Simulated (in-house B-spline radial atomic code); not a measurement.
# Zr⁴⁺: ionisation energy by several methods

Wanted: one ionisation energy, Zr⁴⁺ to configuration [Ar] 3d10 4s2 4p5, up the ladder of functionals.

Program: in-house B-spline radial atomic code version 1. Level of theory: Dirac-Coulomb, several functionals; spherical all-electron atom at the radial basis limit. These are calculated values, not measurements, unless marked.

## (1) The atom as given

```
element       : zirconium (Z = 40)
charge        : +4
electrons     : 36
configuration : [Ar] 3d10 4s2 4p6
nucleus       : Fermi, rms radius 4.269 fm
```

Outer shells as boxes (Hund's rule):

[Ar] 3d10 4s2 4p6
```
[Ar] core
3d [↑↓][↑↓][↑↓][↑↓][↑↓]
4s [↑↓]
4p [↑↓][↑↓][↑↓]
```

## (2) OLYP, a GGA

Settings, as recorded:

```ini
Z = 40
electrons = 36.0
configuration = [Ar] 3d10 4s2 4p6
hamiltonian = dirac
method = optx,lyp
spin_polarised = False
nucleus = fermi
rms_radius = 4.2694
mass_number = 90
atomic_mass = 89.904698755
speed_of_light = 137.035999084
```

## (3) AM05, a GGA

Settings: those of step 2 with these lines changed.

```diff
@@ -4,3 +4,3 @@
 hamiltonian = dirac
-method = optx,lyp
+method = am05
 spin_polarised = False
```

## (4) LDA (VWN5)

Settings: those of step 3 with these lines changed.

```diff
@@ -4,3 +4,3 @@
 hamiltonian = dirac
-method = am05
+method = lda,vwn
 spin_polarised = False
```

## (5) PBEsol, a GGA

Settings: those of step 4 with these lines changed.

```diff
@@ -4,3 +4,3 @@
 hamiltonian = dirac
-method = lda,vwn
+method = pbesol
 spin_polarised = False
```

## (6) RPBE, a GGA

Settings: those of step 5 with these lines changed.

```diff
@@ -4,3 +4,3 @@
 hamiltonian = dirac
-method = pbesol
+method = rpbe,pbe
 spin_polarised = False
```

## (7) PW91, a GGA

Settings: those of step 6 with these lines changed.

```diff
@@ -4,3 +4,3 @@
 hamiltonian = dirac
-method = rpbe,pbe
+method = pw91,pw91
 spin_polarised = False
```

Before running: The tabulated ionisation energy is 80.348 ± 0.007 eV (semi-empirical; NIST Atomic Spectra Database). What does each method give, and which comes nearest?

**Answer**, as computed:

| method | rung | total energy (hartree) | ΔSCF (eV) | with Breit, QED, recoil (eV) | −ε highest (eV) | corrected ΔSCF less tabulated (eV) |
| --- | --- | --- | --- | --- | --- | --- |
| LDA (VWN5) | LDA | -3592.1377 | 81.132 | 81.098 | 72.296 (4p3/2) | +0.750 |
| OLYP | GGA | -3597.5733 | 81.226 | 81.193 | 72.405 (4p3/2) | +0.845 |
| AM05 | GGA | -3592.3460 | 80.966 | 80.933 | 72.142 (4p3/2) | +0.585 |
| PBEsol | GGA | -3594.0423 | 80.965 | 80.932 | 72.146 (4p3/2) | +0.584 |
| RPBE | GGA | -3596.3638 | 80.954 | 80.921 | 72.149 (4p3/2) | +0.573 |
| PW91 | GGA | -3596.7365 | 81.067 | 81.034 | 72.248 (4p3/2) | +0.686 |

Tables give 80.348 ± 0.007 eV (semi-empirical; NIST Atomic Spectra Database) for the ionisation energy. RPBE misses by +0.573 eV, the least, and OLYP by +0.845 eV (1.1 %), the most. All methods miss on the same side by much the same amount, which points to something that they share. Open shells are averaged (over orientations, and over spins where the run is restricted), while tables refer to the lowest levels. For the semilocal functionals minus the highest level recovers only 89 % of their own ΔSCF value, a mark of self-interaction.
